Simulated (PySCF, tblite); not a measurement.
# B₁₂N₁₂H₁₄: electronic excitations, NMR shifts

Aim: compute the electronic excitations, NMR shifts of B₁₂N₁₂H₁₄.

Computed with tblite 0.8.0 and PySCF 2.14.0 and routines of our own; the level stands in each step. Atoms count from 0.

## 1. The system as given

38 atoms, charge 0, multiplicity 1; geometry from: force field, distance geometry or constructed start.

## 2. Optimising the geometry with GFN2-xTB

What the job is given:

```
{"job": {"kind": "relax", "xc": "GFN2-xTB", "basis": "xTB"}, "charge": 0, "multiplicity": 1}
B      2.421700     0.608100     0.335800
N      1.719900     1.814000    -0.017400
B      1.417400     2.062900    -1.401100
N      0.095500     2.509000    -1.756100
B      0.879000     2.343400     1.036600
N     -0.506300     2.455700     0.682700
B     -0.888300     2.346300    -0.709600
N     -1.994200     1.513800    -1.052700
B     -1.418000     2.063100     1.728600
N     -2.300900     0.989700     1.382700
B     -2.427300     0.608700    -0.012600
N     -2.371800    -0.778400    -0.358400
B     -2.215500    -1.144900    -1.744900
N     -1.248700    -2.146800    -2.100500
B     -1.872800    -1.635200     0.685500
N     -0.699800    -2.381300     0.343700
B     -0.304400    -2.460200    -1.053300
N      1.063600    -2.243000    -1.403100
B      0.295700    -2.460300     1.383600
N      1.575600    -1.917400     1.035900
B      1.859900    -1.636500    -0.356900
N      2.456100    -0.385300    -0.706500
B      2.207000    -1.141000     2.083500
N      2.477000     0.209500     1.727500
H      2.226000     1.915700    -2.228500
H     -0.139300     2.906500    -2.678400
H      1.295700     2.662600     2.079900
H     -2.460000     1.551700    -1.983900
H     -1.444100     2.586500     2.774400
H     -2.835800     0.490300     2.119900
H     -2.857900    -0.632400    -2.578300
H     -1.236900    -2.608200    -3.028600
H     -2.385800    -1.726900     1.730800
H      1.457100    -2.490900    -2.329300
H      0.076800    -2.932800     2.425200
H      2.885000    -0.205400    -1.640100
H      2.466200    -1.595600     3.120200
H      2.726400     0.909900     2.461800
```

Command:

```console
$ OMP_NUM_THREADS=2 python large_run.py task.json out
```

This one command runs all jobs of the session in turn.

The log of the run:

```text
step      E/eV     max force
  0   -1573.25667    2.050
  1   -1573.75672    1.610
  2   -1574.15255    1.083
  3   -1574.36972    0.666
  4   -1574.43338    0.439
  5   -1574.46570    0.350
  6   -1574.50177    0.267
  7   -1574.52575    0.246
  8   -1574.54886    0.246
  9   -1574.56858    0.220
 10   -1574.58666    0.225
 11   -1574.60223    0.224
 12   -1574.61722    0.274
 13   -1574.63334    0.267
 14   -1574.65000    0.236
 15   -1574.66568    0.216
 16   -1574.67837    0.181
 17   -1574.68716    0.168
 18   -1574.69400    0.154
 19   -1574.70174    0.166
 20   -1574.71162    0.190
 21   -1574.72254    0.184
 22   -1574.73174    0.166
 23   -1574.73843    0.133
 24   -1574.74426    0.160
 25   -1574.75106    0.161
 26   -1574.75843    0.131
 27   -1574.76539    0.140
 28   -1574.77254    0.163
 29   -1574.78096    0.168
 30   -1574.78993    0.161
 31   -1574.79678    0.142
 32   -1574.80057    0.105
 33   -1574.80313    0.090
 34   -1574.80582    0.094
 35   -1574.80869    0.092
 36   -1574.81161    0.104
 37   -1574.81476    0.106
 38   -1574.81850    0.125
 39   -1574.82267    0.131
 40   -1574.82650    0.095
 41   -1574.82967    0.091
 42   -1574.83262    0.098
 43   -1574.83576    0.104
 44   -1574.83892    0.107
 45   -1574.84140    0.065
 46   -1574.84297    0.058
 47   -1574.84404    0.063
 48   -1574.84499    0.064
 49   -1574.84594    0.057
 50   -1574.84682    0.050
 51   -1574.84758    0.043
 52   -1574.84824    0.039
 53   -1574.84887    0.043
 54   -1574.84946    0.048
 55   -1574.84997    0.044
 56   -1574.85038    0.036
 57   -1574.85072    0.030
 58   -1574.85105    0.034
 59   -1574.85139    0.039
 60   -1574.85168    0.031
 61   -1574.85188    0.024
 62   -1574.85202    0.021
 63   -1574.85213    0.016
```

Run time: 1.7 s. Hardware: 2 threads of Intel Xeon 6975P-C, shared host; peak memory 0.16 GiB.

Along the way:

```csv
step,energy from step 0 (eV),largest force (eV/Å)
0,0.0000,2.0493
1,-0.5001,1.6094
2,-0.8959,1.0831
3,-1.1130,0.6669
4,-1.1767,0.4393
5,-1.2090,0.3501
6,-1.2451,0.2667
7,-1.2691,0.2463
8,-1.2922,0.2457
12,-1.3606,0.2739
17,-1.4305,0.1678
21,-1.4659,0.1837
26,-1.5018,0.1305
31,-1.5401,0.1419
35,-1.5520,0.0917
40,-1.5698,0.0956
45,-1.5847,0.0654
49,-1.5893,0.0572
54,-1.5928,0.0472
59,-1.5947,0.0393
60,-1.5950,0.0310
61,-1.5952,0.0241
62,-1.5954,0.0216
63,-1.5955,0.0166
```

Distances of close pairs at the start and the end, largest changes first:

```csv
bond,before (Å),after (Å),change (Å)
N23–H37,1.045,1.007,-0.038
N21–H35,1.043,1.009,-0.034
N7–H27,1.042,1.008,-0.033
B2–N3,1.440,1.407,-0.032
N9–H29,1.039,1.007,-0.032
B12–N13,1.437,1.408,-0.029
N13–H31,1.037,1.008,-0.028
N17–H33,1.036,1.009,-0.027
```

The end geometry stands in the next job.

## 3. Electronic excitations: TDA PBE0/def2-SVP

What the job is given:

```
{"job": {"kind": "uv", "basis": "def2-SVP", "grid": 1, "kgrid": 0, "vcut": 1.5, "nstates": 6, "ntriplets": 2, "tda": true, "delta": [], "pop": true, "xc": "PBE0"}, "charge": 0, "multiplicity": 1}
B      2.606758     0.702555     0.333957
N      1.987779     1.969316     0.046916
B      1.654792     2.316574    -1.316913
N      0.295865     2.427497    -1.665981
B      0.985716     2.275556     1.058323
N     -0.383008     2.199613     0.686966
B     -0.703372     2.018633    -0.710865
N     -1.883309     1.325931    -1.081592
B     -1.394602     1.869548     1.663053
N     -2.444641     1.028804     1.253383
B     -2.479427     0.476224    -0.079097
N     -2.711417    -0.913483    -0.365377
B     -2.577706    -1.407325    -1.719984
N     -1.454713    -2.197362    -2.031572
B     -2.062453    -1.717168     0.667261
N     -0.800728    -2.283694     0.336895
B     -0.398303    -2.255770    -1.049484
N      0.969982    -2.072504    -1.374335
B      0.220372    -2.285716     1.360395
N      1.483325    -1.731135     1.023948
B      1.756633    -1.418753    -0.362189
N      2.607448    -0.324387    -0.683642
B      2.251482    -1.036258     2.036266
N      2.826697     0.192082     1.667910
H      2.496184     2.452980    -2.129145
H      0.031888     2.593451    -2.625062
H      1.292717     2.473897     2.172698
H     -2.021059     1.085593    -2.051286
H     -1.310481     2.237774     2.772606
H     -3.053488     0.635836     1.952946
H     -3.351418    -1.108908    -2.554071
H     -1.285682    -2.493695    -2.980265
H     -2.494558    -1.779682     1.756171
H      1.240698    -1.977122    -2.341642
H     -0.038310    -2.599865     2.458649
H      2.655812    -0.035385    -1.648873
H      2.317370    -1.433988     3.135867
H      3.161054     0.814825     2.385246
```

With the program's defaults for keys left out, this is: TDA PBE0/def2-SVP, vertical, gas phase, core orbitals frozen in the response, virtual orbitals cut by energy.

The log of the run:

```text
start: PBE on a coarse grid of 31999 points
cycle   1  E = -962.2214440308  dE =  3.810e+00  |g| = 1.288e+00  |ddm| = 7.698e+00
cycle   2  E = -961.4084650805  dE =  8.130e-01  |g| = 2.270e+00  |ddm| = 4.219e+00
cycle   3  E = -962.5994679386  dE = -1.191e+00  |g| = 2.065e-01  |ddm| = 2.952e+00
cycle   4  E = -962.6101740382  dE = -1.071e-02  |g| = 8.236e-02  |ddm| = 3.434e-01
cycle   5  E = -962.6116312817  dE = -1.457e-03  |g| = 2.992e-02  |ddm| = 1.003e-01
cycle   6  E = -962.6118089645  dE = -1.777e-04  |g| = 1.315e-02  |ddm| = 3.904e-02
cycle   7  E = -962.6118485459  dE = -3.958e-05  |g| = 2.443e-03  |ddm| = 1.444e-02
final grid: 140930 points
cycle   8  E = -962.8658778440  dE = -1.607e-02  |g| = 3.392e-02  |ddm| = 5.835e-01
cycle   9  E = -962.8660648298  dE = -1.870e-04  |g| = 2.418e-02  |ddm| = 8.159e-02
cycle  10  E = -962.8662070005  dE = -1.422e-04  |g| = 7.817e-03  |ddm| = 3.702e-02
cycle  11  E = -962.8662179349  dE = -1.093e-05  |g| = 2.621e-03  |ddm| = 9.626e-03
cycle  12  E = -962.8662203703  dE = -2.435e-06  |g| = 8.413e-04  |ddm| = 3.452e-03
cycle  13  E = -962.8662203294  dE =  4.094e-08  |g| = 2.361e-04  |ddm| = 1.034e-03
cycle  14  E = -962.8662204562  dE = -1.268e-07  |g| = 5.688e-05  |ddm| = 3.086e-04
converged SCF energy = -962.8662204562

Static polarisability (au): isotropic 191.377, principal 171.319 190.251 212.561

Singlet excitations
state   eV       nm        f      main configurations
  1   5.6864    218.0   0.02415   H-1->L 0.29, H->L+1 0.25, H->L 0.23
  2   5.7269    216.5   0.05255   H->L+1 0.33, H->L 0.31, H-1->L+1 0.24
  3   5.8341    212.5   0.03618   H->L+2 0.37, H-1->L+2 0.36
  4   6.0363    205.4   0.02049   H->L+3 0.29, H-1->L+1 0.21, H->L+2 0.13
  5   6.1173    202.7   0.00395   H-1->L 0.50, H->L 0.14, H->L+2 0.08
  6   6.1671    201.0   0.00802   H-1->L+2 0.37, H->L+2 0.20, H->L 0.14

Triplet excitations (Tamm-Dancoff, eV): 5.3063 5.3820
```

It took 31 s on 2 threads of Intel Xeon 6975P-C, shared host; peak memory 1.2 GiB.

Frontier orbitals and where they lie:

```csv
orbital,eV,atoms
HOMO−4,-8.20,"N15 12 %, N13 11 %, N1 9 %"
HOMO−3,-7.63,"N9 27 %, N3 18 %, N7 16 %"
HOMO−2,-7.41,"N23 26 %, N19 15 %, N17 13 %"
HOMO−1,-7.02,"N21 20 %, N11 16 %, N17 12 %"
HOMO,-6.94,"N1 19 %, N11 17 %, N7 12 %"
LUMO,-0.02,"B2 26 %, B0 11 %, B22 9 %"
LUMO+1,0.02,"B12 24 %, B10 14 %, B8 10 %"
LUMO+2,0.03,"B14 37 %, B16 17 %, B12 9 %"
LUMO+3,0.27,"B4 41 %, B6 15 %, N1 7 %"
```

With each of the 6 states as a Gaussian band of 0.4 eV half-width at 1/e, the curve within the window shown has maxima at 214 nm (ε 5,200) L/(mol cm). Beyond the last state computed it falls off for lack of states. The curve at chosen wavelengths:

```json
{"nm": "192", "ε (L/mol/cm)": "730"}
{"nm": "194", "ε (L/mol/cm)": "1053"}
{"nm": "196", "ε (L/mol/cm)": "1454"}
{"nm": "198", "ε (L/mol/cm)": "1925"}
{"nm": "200", "ε (L/mol/cm)": "2454"}
{"nm": "202", "ε (L/mol/cm)": "3016"}
{"nm": "204", "ε (L/mol/cm)": "3582"}
{"nm": "207", "ε (L/mol/cm)": "4357"}
{"nm": "209", "ε (L/mol/cm)": "4769"}
{"nm": "211", "ε (L/mol/cm)": "5060"}
{"nm": "213", "ε (L/mol/cm)": "5208"}
{"nm": "215", "ε (L/mol/cm)": "5203"}
{"nm": "217", "ε (L/mol/cm)": "5050"}
{"nm": "219", "ε (L/mol/cm)": "4765"}
{"nm": "221", "ε (L/mol/cm)": "4375"}
{"nm": "223", "ε (L/mol/cm)": "3913"}
{"nm": "225", "ε (L/mol/cm)": "3412"}
{"nm": "227", "ε (L/mol/cm)": "2904"}
{"nm": "229", "ε (L/mol/cm)": "2414"}
{"nm": "232", "ε (L/mol/cm)": "1755"}
{"nm": "234", "ε (L/mol/cm)": "1383"}
{"nm": "236", "ε (L/mol/cm)": "1068"}
{"nm": "238", "ε (L/mol/cm)": "809"}
{"nm": "240", "ε (L/mol/cm)": "602"}
{"nm": "242", "ε (L/mol/cm)": "440"}
{"nm": "244", "ε (L/mol/cm)": "317"}
```

Ground-state properties from the same run:

```csv
property,computed
dipole moment (D),4.32
polarisability (Å³),28.36
HOMO–LUMO gap (eV),6.91
−ε(HOMO) (eV),6.94
```

## 4. NMR shifts: GIAO KT3/pcSseg-1

Settings changed since step 3:

```diff
@@ -1,2 +1,2 @@
-{"job": {"kind": "uv", "basis": "def2-SVP", "grid": 1, "kgrid": 0, "vcut": 1.5, "nstates": 6, "ntriplets": 2, "tda": true, "delta": [], "pop": true, "xc": "PBE0"}, "charge": 0, "multiplicity": 1}
+{"job": {"kind": "nmr", "xc": "KT3", "basis": "pcSseg-1", "pop": false}, "charge": 0, "multiplicity": 1}
 B      2.606758     0.702555     0.333957
```

Level: GIAO KT3/pcSseg-1 NMR shielding, non-relativistic, gas phase.

The log of the run:

```text
start: PBE on a coarse grid of 31999 points
cycle   1  E = -962.8156915906  dE =  3.936e+00  |g| = 1.327e+00  |ddm| = 6.153e+00
cycle   2  E = -961.9859380896  dE =  8.298e-01  |g| = 2.330e+00  |ddm| = 3.387e+00
cycle   3  E = -963.2001279369  dE = -1.214e+00  |g| = 2.170e-01  |ddm| = 2.457e+00
cycle   4  E = -963.2114553382  dE = -1.133e-02  |g| = 8.255e-02  |ddm| = 2.947e-01
cycle   5  E = -963.2128799401  dE = -1.425e-03  |g| = 2.904e-02  |ddm| = 7.972e-02
cycle   6  E = -963.2130311069  dE = -1.512e-04  |g| = 1.386e-02  |ddm| = 3.372e-02
cycle   7  E = -963.2130726641  dE = -4.156e-05  |g| = 2.543e-03  |ddm| = 1.256e-02
final grid: 298014 points
cycle   8  E = -979.9741213582  dE = -4.840e-02  |g| = 1.510e-01  |ddm| = 5.402e-01
cycle   9  E = -979.9647422566  dE =  9.379e-03  |g| = 2.559e-01  |ddm| = 3.124e-01
cycle  10  E = -979.9791281418  dE = -1.439e-02  |g| = 1.398e-02  |ddm| = 1.990e-01
cycle  11  E = -979.9791746036  dE = -4.646e-05  |g| = 5.706e-03  |ddm| = 2.271e-02
cycle  12  E = -979.9791817129  dE = -7.109e-06  |g| = 2.076e-03  |ddm| = 6.742e-03
cycle  13  E = -979.9791823787  dE = -6.658e-07  |g| = 6.056e-04  |ddm| = 2.297e-03
cycle  14  E = -979.9791832674  dE = -8.887e-07  |g| = 1.489e-04  |ddm| = 6.285e-04
cycle  15  E = -979.9791830096  dE =  2.578e-07  |g| = 7.036e-05  |ddm| = 1.981e-04
converged SCF energy = -979.9791830096

GIAO shielding tensors (ppm)
atom      isotropic    diamagn.    paramagn.     s11        s22        s33       span
  0 B       75.974     213.530    -137.556     61.128     64.057    102.737     41.609
  1 N      106.623     348.944    -242.321     29.655     61.184    229.031    199.376
  2 B       72.929     208.952    -136.024     46.120     59.766    112.900     66.780
  3 N      134.124     335.124    -201.000     31.182    163.991    207.199    176.017
  4 B       71.156     207.192    -136.037     49.138     56.921    107.408     58.270
  5 N      100.335     344.280    -243.945     22.428     35.502    243.075    220.647
  6 B       81.007     212.419    -131.412     59.106     75.942    107.971     48.865
  7 N      142.886     341.446    -198.560     72.890    148.953    206.816    133.926
  8 B       73.604     204.891    -131.287     48.898     63.534    108.379     59.481
  9 N      134.445     335.978    -201.533     38.004    150.673    214.658    176.654
 10 B       78.433     211.972    -133.539     63.258     68.120    103.922     40.664
 11 N      114.215     347.204    -232.988     43.905     69.878    228.863    184.958
 12 B       73.166     208.080    -134.914     46.395     59.168    113.934     67.540
 13 N      132.915     333.829    -200.914     29.273    164.336    205.137    175.864
 14 B       70.363     208.199    -137.836     47.416     55.314    108.360     60.944
 15 N       89.231     347.539    -258.308      7.446     28.340    231.908    224.462
 16 B       80.142     214.218    -134.077     57.005     76.362    107.057     50.052
 17 N      156.865     338.925    -182.061     82.003    175.537    213.054    131.052
 18 B       72.059     205.553    -133.494     50.118     59.604    106.454     56.336
 19 N      104.444     344.301    -239.857     22.741     44.590    246.000    223.259
 20 B       78.252     213.971    -135.719     58.493     71.120    105.144     46.651
 21 N      136.829     342.540    -205.711     66.511    138.116    205.858    139.347
 22 B       72.907     203.234    -130.327     48.403     64.081    106.237     57.834
 23 N      133.514     335.373    -201.859     42.999    148.997    208.547    165.547
 24 H       26.879      34.505      -7.626     24.775     26.771     29.091      4.317
 25 H       26.909      36.817      -9.909     23.346     26.006     31.375      8.029
 26 H       26.838      37.149     -10.311     24.497     27.500     28.518      4.020
 27 H       28.571      43.447     -14.876     25.183     29.008     31.523      6.341
 28 H       27.195      33.955      -6.760     24.859     27.209     29.517      4.658
 29 H       26.777      35.596      -8.818     23.242     26.019     31.071      7.829
 30 H       26.815      33.522      -6.707     24.730     26.559     29.157      4.427
 31 H       26.720      34.990      -8.270     23.255     25.489     31.415      8.160
 32 H       26.701      37.060     -10.360     24.844     26.753     28.505      3.662
 33 H       28.296      41.267     -12.971     24.200     28.039     32.647      8.447
 34 H       26.890      35.071      -8.182     24.785     26.945     28.938      4.153
 35 H       28.739      44.150     -15.411     25.672     29.146     31.400      5.728
 36 H       27.105      32.266      -5.161     24.847     26.917     29.550      4.703
 37 H       26.781      33.964      -7.183     23.395     25.507     31.442      8.048
```

Run time: 28 s. Hardware: 2 threads of Intel Xeon 6975P-C, shared host; peak memory 1.2 GiB.

The references, computed at this level on geometries of the same kind, shield at (ppm): ¹H TMS 31.76, ¹⁵N NH3 264.4, ¹¹B BF3·OEt2 100.0. Their shielding less the atom's gives the shift. The references are single molecules in the gas phase, so shifts against H2O, NH3, PH3, H3PO4 or CFCl3 are not on the usual liquid scales and can be off by tens of ppm.

```csv
atoms,environment,σ (ppm),δ (ppm)
H32,hydrogen on a boron bonded to 2 N,26.70,5.06
H31,hydrogen on a nitrogen bonded to 2 B,26.72,5.04
H29,hydrogen on a nitrogen bonded to 2 B,26.78,4.98
H37,hydrogen on a nitrogen bonded to 2 B,26.78,4.98
H30,hydrogen on a boron bonded to 2 N,26.82,4.95
H26,hydrogen on a boron bonded to 2 N,26.84,4.92
H24,hydrogen on a boron bonded to 2 N,26.88,4.88
H34,hydrogen on a boron bonded to 2 N,26.89,4.87
H25,hydrogen on a nitrogen bonded to 2 B,26.91,4.85
H36,hydrogen on a boron bonded to 2 N,27.10,4.66
H28,hydrogen on a boron bonded to 2 N,27.20,4.56
H33,hydrogen on a nitrogen bonded to 2 B,28.30,3.46
H27,hydrogen on a nitrogen bonded to 2 B,28.57,3.19
H35,hydrogen on a nitrogen bonded to 2 B,28.74,3.02
B14,"boron bonded to 2 N, H",70.4,29.6
B4,"boron bonded to 2 N, H",71.2,28.8
B18,"boron bonded to 2 N, H",72.1,27.9
B22,"boron bonded to 2 N, H",72.9,27.1
B2,"boron bonded to 2 N, H",72.9,27.0
B12,"boron bonded to 2 N, H",73.2,26.8
B8,"boron bonded to 2 N, H",73.6,26.4
B0,boron bonded to 3 N,76.0,24.0
B20,boron bonded to 3 N,78.3,21.7
B10,boron bonded to 3 N,78.4,21.5
B16,boron bonded to 3 N,80.1,19.8
B6,boron bonded to 3 N,81.0,19.0
N15,nitrogen bonded to 3 B,89.2,175.2
N5,nitrogen bonded to 3 B,100.3,164.1
N19,nitrogen bonded to 3 B,104.4,160.0
N1,nitrogen bonded to 3 B,106.6,157.8
N11,nitrogen bonded to 3 B,114.2,150.2
N13,"nitrogen bonded to 2 B, H",132.9,131.5
N23,"nitrogen bonded to 2 B, H",133.5,130.9
N3,"nitrogen bonded to 2 B, H",134.1,130.3
N9,"nitrogen bonded to 2 B, H",134.4,129.9
N21,"nitrogen bonded to 2 B, H",136.8,127.6
N7,"nitrogen bonded to 2 B, H",142.9,121.5
N17,"nitrogen bonded to 2 B, H",156.9,107.5
```

Ring of atoms B0, N19, B20, N21, B22, N23: NICS(0) -3.0, NICS(1) -2.8, NICS(1)zz -2.1 ppm (means of both faces; NICS(1) differs between them: -4.3 and -1.4).

Ring of atoms N1, B2, N3, B4, N5, B6: NICS(0) -2.1, NICS(1) -2.8, NICS(1)zz -4.4 ppm (means of both faces).

Ring of atoms N5, B6, N7, B8, N9, B10: NICS(0) -2.8, NICS(1) -2.8, NICS(1)zz -2.9 ppm (means of both faces; NICS(1) differs between them: -4.1 and -1.5).

## 5. What came out

| quantity | value |
| --- | --- |
| lowest singlet (PBE0/def2-SVP) | 5.69 eV (218 nm), f = 0.024 |
| brightest single state of those computed | state 2, 5.73 eV, f = 0.053 |
| lowest triplet | 5.31 eV |
| ¹H shifts against TMS (KT3/pcSseg-1) | 5.06, 5.04, 4.98, 4.98, 4.95, 4.92, 4.88, 4.87, 4.85, 4.66, 4.56, 3.46, 3.19, 3.02 ppm |
| ¹¹B shifts against BF3·OEt2 (KT3/pcSseg-1) | 29.6, 28.8, 27.9, 27.1, 27.0, 26.8, 26.4, 24.0, 21.7, 21.5, 19.8, 19.0 ppm |
| ¹⁵N shifts against NH3 (KT3/pcSseg-1) | 175.2, 164.1, 160.0, 157.8, 150.2, 131.5, 130.9, 130.3, 129.9, 127.6, 121.5, 107.5 ppm |

**Reading.** The lowest singlet, at 5.69 eV, is HOMO−1→LUMO 0.29, HOMO→LUMO+1 0.25 and is weak; of the 6 states computed, the strongest absorption comes from state 2 at 5.73 eV. The lowest triplet lies 0.38 eV below the lowest singlet.
